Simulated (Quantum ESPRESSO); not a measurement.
# SbSe2 (Fm-3m) in Quantum ESPRESSO: notebook, part 2 of 2

Quantum ESPRESSO 7.5.

### Step 3. Phonons, PBE

Input file pw.in:

```
&CONTROL
  calculation = 'scf'
  prefix = 'pwscf'
  outdir = './tmp'
  pseudo_dir = './pseudo'
  tprnfor = .true.
  tstress = .true.
  disk_io = 'low'
/
&SYSTEM
  ibrav = 0
  nat = 3
  ntyp = 2
  ecutwfc = 45
  ecutrho = 360
  nbnd = 21
  occupations = 'smearing'
  smearing = 'fd'
  degauss = 0.00367493
/
&ELECTRONS
  conv_thr = 6d-10
  electron_maxstep = 120
  mixing_beta = 0.5
/
ATOMIC_SPECIES
Sb   121.7600 sb_pbe_v1.4.uspp.F.UPF
Se    78.9710 se_pbe_v1.uspp.F.UPF
CELL_PARAMETERS angstrom
   0.0000000000    3.5703605200    3.5703605200
   3.5703605200    0.0000000000    3.5703605200
   3.5703605200    3.5703605200    0.0000000000
ATOMIC_POSITIONS crystal
Sb     0.0000000000    0.0000000000    0.0000000000
Se     0.2500000000    0.2500000000    0.2500000000
Se     0.7500000000    0.7500000000    0.7500000000
K_POINTS automatic
2 2 2 1 1 1
```

Input file scf2.in:

```
&CONTROL
  calculation = 'scf'
  prefix = 'pwscf'
  outdir = './tmp'
  pseudo_dir = './pseudo'
  tprnfor = .true.
  tstress = .true.
  disk_io = 'low'
/
&SYSTEM
  ibrav = 0
  nat = 3
  ntyp = 2
  ecutwfc = 45
  ecutrho = 360
  nbnd = 21
  occupations = 'smearing'
  smearing = 'fd'
  degauss = 0.00367493
/
&ELECTRONS
  conv_thr = 1d-13
  electron_maxstep = 120
  mixing_beta = 0.5
  startingpot = 'file'
  startingwfc = 'file'
/
ATOMIC_SPECIES
Sb   121.7600 sb_pbe_v1.4.uspp.F.UPF
Se    78.9710 se_pbe_v1.uspp.F.UPF
CELL_PARAMETERS angstrom
   0.0000000000    3.5703605200    3.5703605200
   3.5703605200    0.0000000000    3.5703605200
   3.5703605200    3.5703605200    0.0000000000
ATOMIC_POSITIONS crystal
Sb     0.0000000000    0.0000000000    0.0000000000
Se     0.2500000000    0.2500000000    0.2500000000
Se     0.7500000000    0.7500000000    0.7500000000
K_POINTS automatic
2 2 2 1 1 1
```

Input file ph.in:

```
phonons of SbSe2
&INPUTPH
  prefix = 'pwscf'
  outdir = './tmp'
  tr2_ph = 1d-18
  fildyn = 'dyn'
  niter_ph = 90
  alpha_mix(1) = 0.4
/
0.0000000000 0.0000000000 0.0000000000
```

Input file dynmat.in:

```
&INPUT
  fildyn = 'dyn'
  asr = 'crystal'
  filout = 'dynmat.disp'
  fileig = 'dynmat.eig'
/
```

Potentials or basis: GBRV 1.5 PBE.

Launch:

```console
$ OMP_NUM_THREADS=1 pw.x -in pw.in > pw.out
$ OMP_NUM_THREADS=1 pw.x -in scf2.in > scf2.out
$ OMP_NUM_THREADS=1 ph.x -in ph.in > ph.out
$ OMP_NUM_THREADS=1 dynmat.x -in dynmat.in > dynmat.out
```

pw.out:

```text
This program is part of the open-source Quantum ESPRESSO suite
     for quantum simulation of materials; please cite
[... 9 lines left out ...]
     --------------------
     sticks:   dense  smooth     PW     G-vecs:    dense   smooth      PW
     Sum        2245    1135    313                70913    25101    3719

     Using Slab Decomposition

     bravais-lattice index     =            0
     lattice parameter (alat)  =       9.5417  a.u.
     unit-cell volume          =     614.2750 (a.u.)^3
     number of atoms/cell      =            3
     number of atomic types    =            2
     number of electrons       =        27.00
     number of Kohn-Sham states=           21
     kinetic-energy cutoff     =      45.0000  Ry
     charge density cutoff     =     360.0000  Ry
     scf convergence threshold =      6.0E-10
     mixing beta               =       0.5000
     number of iterations used =            8  plain     mixing
     Exchange-correlation= SLA  PW   PBE  PBE
                           (   1   4   3   4   0   0   0)

     celldm(1)=   9.541704  celldm(2)=   0.000000  celldm(3)=   0.000000
     celldm(4)=   0.000000  celldm(5)=   0.000000  celldm(6)=   0.000000

     crystal axes: (cart. coord. in units of alat)
               a(1) = (   0.000000   0.707107   0.707107 )
               a(2) = (   0.707107   0.000000   0.707107 )
               a(3) = (   0.707107   0.707107   0.000000 )

     reciprocal axes: (cart. coord. in units 2 pi/alat)
               b(1) = ( -0.707107  0.707107  0.707107 )
               b(2) = (  0.707107 -0.707107  0.707107 )
               b(3) = (  0.707107  0.707107 -0.707107 )

     PseudoPot. # 1 for Sb read from file:
     sb_pbe_v1.4.uspp.F.UPF
     Pseudo is Ultrasoft + core correction, Zval = 15.0
     Generated by new atomic code, or converted to UPF format
     Using radial grid of  891 points,  6 beta functions with:
                l(1) =   0
                l(2) =   0
                l(3) =   1
                l(4) =   1
                l(5) =   2
                l(6) =   2
     Q(r) pseudized with  8 coefficients,  rinner =    1.350   1.350   1.350
                                                       1.350   1.350

     PseudoPot. # 2 for Se read from file:
     se_pbe_v1.uspp.F.UPF
     Pseudo is Ultrasoft + core correction, Zval =  6.0
     Generated by new atomic code, or converted to UPF format
     Using radial grid of  877 points,  6 beta functions with:
                l(1) =   0
                l(2) =   0
                l(3) =   1
                l(4) =   1
                l(5) =   2
                l(6) =   2
     Q(r) pseudized with  8 coefficients,  rinner =    1.300   1.300   1.300
                                                       1.300   1.300

     atomic species   valence    mass     pseudopotential
     Sb               15.00   121.76000     Sb( 1.00)
     Se                6.00    78.97100     Se( 1.00)

     48 Sym. Ops., with inversion, found

   Cartesian axes

     site n.     atom                  positions (alat units)
         1        Sb     tau(   1) = (   0.0000000   0.0000000   0.0000000  )
         2        Se     tau(   2) = (   0.3535534   0.3535534   0.3535534  )
         3        Se     tau(   3) = (   1.0606602   1.0606602   1.0606602  )

     number of k points=     2  Fermi-Dirac smearing, width (Ry)=  0.0037
                       cart. coord. in units 2pi/alat
        k(    1) = (   0.1767767   0.1767767   0.1767767), wk =   0.5000000
        k(    2) = (  -0.1767767  -0.1767767   0.5303301), wk =   1.5000000

     Dense  grid:    70913 G-vectors     FFT dimensions: (  60,  60,  60)

     Smooth grid:    25101 G-vectors     FFT dimensions: (  45,  45,  45)

     Initial potential from superposition of free atoms

     starting charge      25.9998, renormalised to      27.0000
     Starting wfcs are   17 randomized atomic wfcs +    4 random wfcs

     Self-consistent Calculation

     iteration #  1     ecut=    45.00 Ry     beta= 0.50
     Davidson diagonalization with overlap
     ethr =  1.00E-02,  avg # of iterations =  6.0

     total energy              =    -271.93060818 Ry
     estimated scf accuracy    <       0.57489765 Ry

     iteration #  2     ecut=    45.00 Ry     beta= 0.50
     Davidson diagonalization with overlap
     ethr =  2.13E-03,  avg # of iterations =  2.0

     total energy              =    -272.08183427 Ry
     estimated scf accuracy    <       0.14864131 Ry

     iteration #  3     ecut=    45.00 Ry     beta= 0.50
     Davidson diagonalization with overlap
     ethr =  5.51E-04,  avg # of iterations =  2.0
[... 22 lines left out ...]
     total energy              =    -272.11247795 Ry
     estimated scf accuracy    <       0.00000029 Ry

     iteration #  7     ecut=    45.00 Ry     beta= 0.50
     Davidson diagonalization with overlap
     ethr =  1.07E-09,  avg # of iterations =  5.0

     total energy              =    -272.11247811 Ry
     estimated scf accuracy    <       0.00000003 Ry

     iteration #  8     ecut=    45.00 Ry     beta= 0.50
     Davidson diagonalization with overlap
     ethr =  1.12E-10,  avg # of iterations =  2.0

     End of self-consistent calculation

          k = 0.1768 0.1768 0.1768 (  3125 PWs)   bands (ev):

   -23.8870 -23.8870 -23.8813 -23.8809 -23.8809  -7.6294  -6.0293  -2.2678
     2.5378   2.6092   2.6092   3.8053   3.8053   5.2335   7.2231   7.3203
     7.3203  12.4252  12.4252  12.7749  14.8724

          k =-0.1768-0.1768 0.5303 (  3126 PWs)   bands (ev):

   -23.8871 -23.8868 -23.8815 -23.8807 -23.8805  -6.9448  -6.4242  -3.3601
     1.6369   1.6481   3.4779   4.7062   4.7983   5.1751   7.7450   8.3406
     8.4097  11.7514  13.2971  14.1750  14.4166

     the Fermi energy is     5.1892 ev

!    total energy              =    -272.11247811 Ry
     estimated scf accuracy    <          2.3E-10 Ry
     smearing contrib. (-TS)   =      -0.00489932 Ry
     internal energy E=F+TS    =    -272.10757879 Ry

     The total energy is F=E-TS. E is the sum of the following terms:
     one-electron contribution =    -105.56819211 Ry
     hartree contribution      =      64.72188780 Ry
     xc contribution           =    -103.14056575 Ry
     ewald contribution        =    -128.12070873 Ry

     convergence has been achieved in   8 iterations

     Forces acting on atoms (cartesian axes, Ry/au):

     atom    1 type  1   force =     0.00000000    0.00000000    0.00000000
     atom    2 type  2   force =     0.00000000    0.00000000   -0.00000000
     atom    3 type  2   force =    -0.00000000   -0.00000000   -0.00000000

     Total force =     0.000000     Total SCF correction =     0.000000

     Computing stress (Cartesian axis) and pressure

          total   stress  (Ry/bohr**3)                   (kbar)     P=      -42.04
  -0.00028581  -0.00000000  -0.00000000          -42.04       -0.00       -0.00
  -0.00000000  -0.00028581  -0.00000000           -0.00      -42.04       -0.00
  -0.00000000  -0.00000000  -0.00028581           -0.00       -0.00      -42.04

=------------------------------------------------------------------------------=
   JOB DONE.
=------------------------------------------------------------------------------=
```

scf2.out:

```text
This program is part of the open-source Quantum ESPRESSO suite
     for quantum simulation of materials; please cite
[... 9 lines left out ...]
     --------------------
     sticks:   dense  smooth     PW     G-vecs:    dense   smooth      PW
     Sum        2245    1135    313                70913    25101    3719
[... 158 lines left out ...]
  -0.00028579   0.00000000  -0.00000000          -42.04        0.00       -0.00
   0.00000000  -0.00028579  -0.00000000            0.00      -42.04       -0.00
  -0.00000000  -0.00000000  -0.00028579           -0.00       -0.00      -42.04

=------------------------------------------------------------------------------=
   JOB DONE.
=------------------------------------------------------------------------------=
```

Run time: 6.3 min. Hardware: 1 thread of Arm Neoverse N1, shared host; peak memory 0.28 GiB.

What came out:

```
Free energy                   : -3702.2789 eV
Pressure                      : -4.2 GPa
Band gap on the k mesh        : none (metal or under the smearing width)
Highest phonon frequency at Γ : 57 cm⁻¹
Most unstable mode            : 77i cm⁻¹
```

Phonon frequencies in cm⁻¹ (negative: imaginary):
| q point | frequencies |
| --- | --- |
| (0.000, 0.000, 0.000) | -77 -77 -77 1 1 1 57 57 57 |

Optical modes at Γ, degenerate ones joined:
| cm⁻¹ | components | symmetry | active in |
| --- | --- | --- | --- |
| 77i | 3 | T1u | IR |
| 57 | 3 | T2g | Raman |

Caveat: the k mesh is coarse (spacing up to 0.76 Å⁻¹), so the values aren't converged; the mesh is thin for the phonons of a metal; some modes are imaginary; the cell is more than 3 GPa from zero pressure, which shifts response properties.

### Step 4. Phonons, PBE

pw.in: that of step 3 with these lines changed.

```diff
@@ -37,2 +37,2 @@
 K_POINTS automatic
-2 2 2 1 1 1
+4 4 4 1 1 1
```

scf2.in: that of step 3 with these lines changed.

```diff
@@ -39,2 +39,2 @@
 K_POINTS automatic
-2 2 2 1 1 1
+4 4 4 1 1 1
```

ph.in is that of step 3.

dynmat.in is that of step 3.

Potentials or basis: GBRV 1.5 PBE.

Launch:

```console
$ OMP_NUM_THREADS=1 pw.x -in pw.in > pw.out
$ OMP_NUM_THREADS=1 pw.x -in scf2.in > scf2.out
$ OMP_NUM_THREADS=1 ph.x -in ph.in > ph.out
$ OMP_NUM_THREADS=1 dynmat.x -in dynmat.in > dynmat.out
```

pw.out:

```text
This program is part of the open-source Quantum ESPRESSO suite
     for quantum simulation of materials; please cite
[... 9 lines left out ...]
     --------------------
     sticks:   dense  smooth     PW     G-vecs:    dense   smooth      PW
     Sum        2245    1135    337                70913    25101    4015

     Using Slab Decomposition

     bravais-lattice index     =            0
     lattice parameter (alat)  =       9.5417  a.u.
     unit-cell volume          =     614.2750 (a.u.)^3
     number of atoms/cell      =            3
     number of atomic types    =            2
     number of electrons       =        27.00
     number of Kohn-Sham states=           21
     kinetic-energy cutoff     =      45.0000  Ry
     charge density cutoff     =     360.0000  Ry
     scf convergence threshold =      6.0E-10
     mixing beta               =       0.5000
     number of iterations used =            8  plain     mixing
     Exchange-correlation= SLA  PW   PBE  PBE
                           (   1   4   3   4   0   0   0)

     celldm(1)=   9.541704  celldm(2)=   0.000000  celldm(3)=   0.000000
     celldm(4)=   0.000000  celldm(5)=   0.000000  celldm(6)=   0.000000

     crystal axes: (cart. coord. in units of alat)
               a(1) = (   0.000000   0.707107   0.707107 )
               a(2) = (   0.707107   0.000000   0.707107 )
               a(3) = (   0.707107   0.707107   0.000000 )

     reciprocal axes: (cart. coord. in units 2 pi/alat)
               b(1) = ( -0.707107  0.707107  0.707107 )
[... 128 lines left out ...]

          k = 0.2652 0.2652-0.0884 (  3121 PWs)   bands (ev):

   -23.8750 -23.8750 -23.8687 -23.8683 -23.8683  -7.4415  -6.1421  -2.5998
     2.2013   2.4861   2.7029   3.6306   4.5923   5.2234   7.2906   7.3517
     8.0894  12.1053  12.8289  13.1175  15.1197

          k =-0.2652-0.2652 0.4419 (  3135 PWs)   bands (ev):
[... 19 lines left out ...]
   -23.8751 -23.8749 -23.8689 -23.8683 -23.8679  -6.7543  -6.4954  -3.6057
     1.1755   2.0785   3.3258   4.3952   5.3591   5.6671   7.9323   8.0308
     8.4833  11.8174  13.6816  13.9708  14.1161

          k = 0.0884-0.2652 0.4419 (  3128 PWs)   bands (ev):

   -23.8751 -23.8749 -23.8688 -23.8683 -23.8681  -7.0823  -6.3555  -3.1443
     1.6146   2.2917   2.8671   4.4561   4.7998   5.2133   7.5453   7.9865
     8.5658  11.6520  13.2988  13.7255  14.9622

          k =-0.6187 0.0884 0.0884 (  3140 PWs)   bands (ev):

   -23.8752 -23.8748 -23.8693 -23.8680 -23.8679  -6.9161  -6.2893  -3.6267
     1.3342   1.3478   3.8246   4.8014   5.3517   5.8150   6.9736   8.6000
     8.7074  11.6730  13.3623  13.7214  14.5746

          k = 0.2652 0.2652 0.2652 (  3136 PWs)   bands (ev):
[... 7 lines left out ...]
   -23.8751 -23.8749 -23.8687 -23.8684 -23.8681  -6.7743  -6.5913  -3.3793
     1.7111   1.8713   3.1319   4.4773   4.7950   5.4393   8.0315   8.0385
     8.5314  11.3956  13.7731  14.1259  14.9223

     the Fermi energy is     5.3839 ev

!    total energy              =    -272.12051148 Ry
     estimated scf accuracy    <          1.6E-10 Ry
     smearing contrib. (-TS)   =      -0.00239649 Ry
     internal energy E=F+TS    =    -272.11811499 Ry

     The total energy is F=E-TS. E is the sum of the following terms:
     one-electron contribution =    -105.59133679 Ry
     hartree contribution      =      64.73829554 Ry
     xc contribution           =    -103.14436502 Ry
     ewald contribution        =    -128.12070873 Ry

     convergence has been achieved in   8 iterations

     Forces acting on atoms (cartesian axes, Ry/au):

     atom    1 type  1   force =     0.00000000    0.00000000    0.00000000
     atom    2 type  2   force =     0.00000000    0.00000000    0.00000000
     atom    3 type  2   force =     0.00000000   -0.00000000    0.00000000

     Total force =     0.000000     Total SCF correction =     0.000000

     Computing stress (Cartesian axis) and pressure

          total   stress  (Ry/bohr**3)                   (kbar)     P=      -41.35
  -0.00028110   0.00000000   0.00000000          -41.35        0.00        0.00
   0.00000000  -0.00028110   0.00000000            0.00      -41.35        0.00
   0.00000000   0.00000000  -0.00028110            0.00        0.00      -41.35

=------------------------------------------------------------------------------=
   JOB DONE.
=------------------------------------------------------------------------------=
```

scf2.out:

```text
This program is part of the open-source Quantum ESPRESSO suite
     for quantum simulation of materials; please cite
[... 9 lines left out ...]
     --------------------
     sticks:   dense  smooth     PW     G-vecs:    dense   smooth      PW
     Sum        2245    1135    337                70913    25101    4015
[... 214 lines left out ...]
  -0.00028099   0.00000000   0.00000000          -41.33        0.00        0.00
   0.00000000  -0.00028099   0.00000000            0.00      -41.33        0.00
   0.00000000  -0.00000000  -0.00028099            0.00       -0.00      -41.33

=------------------------------------------------------------------------------=
   JOB DONE.
=------------------------------------------------------------------------------=
```

Run time: 18 min. Hardware: 1 thread of Arm Neoverse N1, shared host; peak memory 0.29 GiB.

Results:

```yaml
Free_energy: -3702.3882 eV
Pressure: -4.1 GPa
Band_gap_on_the_k_mesh: none (metal or under the smearing width)
Highest_phonon_frequency_at_Γ: 99 cm⁻¹
Most_unstable_mode: 51i cm⁻¹
```

Phonon frequencies in cm⁻¹ (negative: imaginary):
```tsv
q point	frequencies
(0.000, 0.000, 0.000)	-51 -51 -51 1 1 1 99 99 99
```

Optical modes at Γ, degenerate ones joined:
| cm⁻¹ | components | symmetry | active in |
| --- | --- | --- | --- |
| 51i | 3 | T1u | IR |
| 99 | 3 | T2g | Raman |

Caveat: the k mesh is coarse (spacing up to 0.38 Å⁻¹), so the values aren't converged; the mesh is thin for the phonons of a metal; some modes are imaginary; the cell is more than 3 GPa from zero pressure, which shifts response properties. Spin-orbit coupling is left out, which matters for the levels of Sb.

### Step 5. The runs side by side

| task | potentials or basis | k mesh | cutoff (eV) | iterations | gap on the mesh (eV) | pressure (GPa) |
| --- | --- | --- | --- | --- | --- | --- |
| energy-loss spectrum | SG15 PBE 1.2 | 4 × 4 × 4, shifted | 952 | 200 | none | -4.1 |
| phonons | GBRV 1.5 PBE | 2 × 2 × 2, shifted | 612 | - | none | -4.2 |
| phonons | GBRV 1.5 PBE | 4 × 4 × 4, shifted | 612 | - | none | -4.1 |

Alike in all rows: level PBE; no spin polarisation; cell as given; smearing fermi-dirac 0.05 eV; the mesh is coarse, so values aren't converged.

Caveats: all runs use coarse meshes; the mesh is thin for the phonons of a metal (some runs); some modes are imaginary (some runs); the cell is more than 3 GPa from zero pressure, which shifts response properties (some runs); the Lanczos chain is short for so many electrons, so humps in the spectrum may be artefacts (some runs).

Total energies depend on the potentials used, so only differences within one code and one set of settings carry meaning.
